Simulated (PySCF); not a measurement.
# KN: bond curves at several levels of theory

Aim: find the lowest electronic state of KN, scan its bond at several levels of theory, and get bond length, wavenumber and dissociation energy from each curve.

Method: K x2c-SVPall, N x2c-SVPall, spin-free X2C with a Gaussian nucleus; program: PySCF 2.14.0.

## 1. Input

Settings of the job:

| Quantity | Value |
| --- | --- |
| atoms | K, N |
| charge | 0 |
| basis | K x2c-SVPall, N x2c-SVPall |
| Hamiltonian | spin-free X2C with a Gaussian nucleus |
| basis functions | 38 |
| electrons treated | 26 |
| masses in u | 38.9637, 14.0031 |
| levels | PBE0, PBE, r²SCAN, PW91, r²SCAN0, MN15, HF, MP2, SCS-MP2, CCSD, CCSD(T) |
| grid | 80 radial by 434 angular points |
| occupations | held fixed by the projection of orbital angular momentum |
| dissociation limit | K + N, each in its ground configuration |
| starting distance in angstrom | 2.600 |
| values of 2S to try | 0, 2, 4 |

After this run come: PBE0 along the bond; Higher solutions at PBE0; PBE (GGA); r²SCAN (meta-GGA); PW91; r²SCAN0; MN15 (hybrid meta-GGA); ROHF; Adding correlation.

Q: Predict the outcome of this session. Wanted: for each run, Re; ωe; De; μ.

As calculated:

Lowest PBE0 solution found, without spin–orbit coupling: ³Σ⁻ (triplet), unpaired electrons π ↑↑. State 2 has its PBE0 minimum 0.17 eV higher. State 3 has its PBE0 minimum 0.68 eV higher, as a spin-mixed determinant (⟨S²⟩ = 1.00), so this is no gap between pure states. State 4 has its PBE0 minimum 0.74 eV higher, as a spin-mixed determinant (⟨S²⟩ = 1.00), so this is no gap between pure states. The other levels ran on the lowest alone.

```tsv
level	Re (Å)	ωe (cm⁻¹)	De (eV)	μ (D)
ROHF	2.550	343	-1.11	-9.85
ROHF-MP2	2.577	306	-0.184	n/a
ROHF-SCS-MP2	2.585	299.5	-0.127	n/a
ROHF-CCSD	2.777	151.0	0.009	n/a
ROHF-CCSD(T)	2.838	149.8	0.112	n/a
PBE	2.613	267.4	1.12	-4.67
PW91	2.599	273.8	1.15	-4.76
r²SCAN	2.643	248.6	0.82	-4.45
PBE0	2.610	259.9	0.75	-5.28
r²SCAN0	2.657	227.2	0.55	-4.85
MN15	2.638	236.4	0.77	-5.58
```

De is counted to K + N in their ground configurations. A positive dipole means K(−)N(+). ⟨S²⟩ is off the pure value of 2.00 by over a tenth at PBE 2.25, PW91 2.22, r²SCAN 2.34, PBE0 2.28, r²SCAN0 2.37.

In words: The methods spread over 0.288 Å in bond length, from ROHF to ROHF-CCSD(T). Among the levels with a De in the table, it runs from -1.11 eV (ROHF) to 1.15 eV (PW91).

Correlated steps freeze 6 core orbitals. A negative De means that the minimum lies above the separated atoms at that level. T1 is 0.127 near the minimum (highest on the curve 0.172), which may point to more than one leading configuration.
